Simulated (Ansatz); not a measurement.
ISb, an atomisation energy

With the Python package of Ansatz (0.2.0).

The cells in order, each with its output:

**Cell 1**
```python
from collections import Counter

import ansatz as az
```

**Cell 2**
```python
def single_point(molecule, charge=0, unpaired=0):
    calc = (
        molecule.calculation()
        .basis(gaussian="def2-SVP")
        .correlation("ccsd_t")
    )
    if charge:
        calc = calc.charge(charge)
    if unpaired:
        calc = calc.spin("collinear", total=unpaired)
    return calc.run(threads=1).report["free_energy_ev"]
```

**Cell 3**
```python
isb = (
    az.Crystal.molecule()
    .atom("Sb", (0.0, 0.0, 0.0))
    .atom("I", (0.0, 0.0, 2.675))
)
```

**Cell 4**
```python
# unpaired electrons of the ground-state atoms
unpaired = {"Sb": 3, "I": 1}
counts = Counter(site.symbol for site in isb.cartesian_sites)
atom_energy = {s: single_point(az.Crystal.molecule().atom(s, (0, 0, 0)), 0, unpaired[s]) for s in counts}
whole = single_point(isb, 0, 2)
for s, e in atom_energy.items():
    print(f"{s:2s} x{counts[s]}  {e:14.5f} eV")
print(f"ISb: {whole:.5f} eV")
split = sum(counts[s] * e for s, e in atom_energy.items()) - whole
print(f"atomisation energy (no zero-point term): {split:.3f} eV, {split / sum(counts.values()):.3f} eV an atom")
```
Output:
```text
Sb x1     -6513.11138 eV
I  x1     -8075.22689 eV
ISb: -14590.06369 eV
atomisation energy (no zero-point term): 1.725 eV, 0.863 eV an atom
```

1.725 eV from the electronic energies, without the zero-point term.

Notes:
- Total energies depend on the basis set; only differences at equal settings carry meaning.
- The geometry is a force-field or estimated start, not a minimum of this method, and the basis set is short of its limit. All parts are taken at fixed geometry, without zero-point energy.
- def2 sets replace the cores of elements past krypton by effective core potentials.
- The species is open-shell (spin multiplicity 3).
- In double-zeta sets correlated atomisation energies come out some 10 to 15 % low.
- The spin-orbit lowering of heavy atoms is left out.
- The spin state was assumed, and another may lie lower.
- Wall time of the script: 7.5 s on 1 thread of Arm Neoverse V2 (shared host), peak memory 0.27 GiB.

(Lines on the test bed's own set-up are left out of the output.)
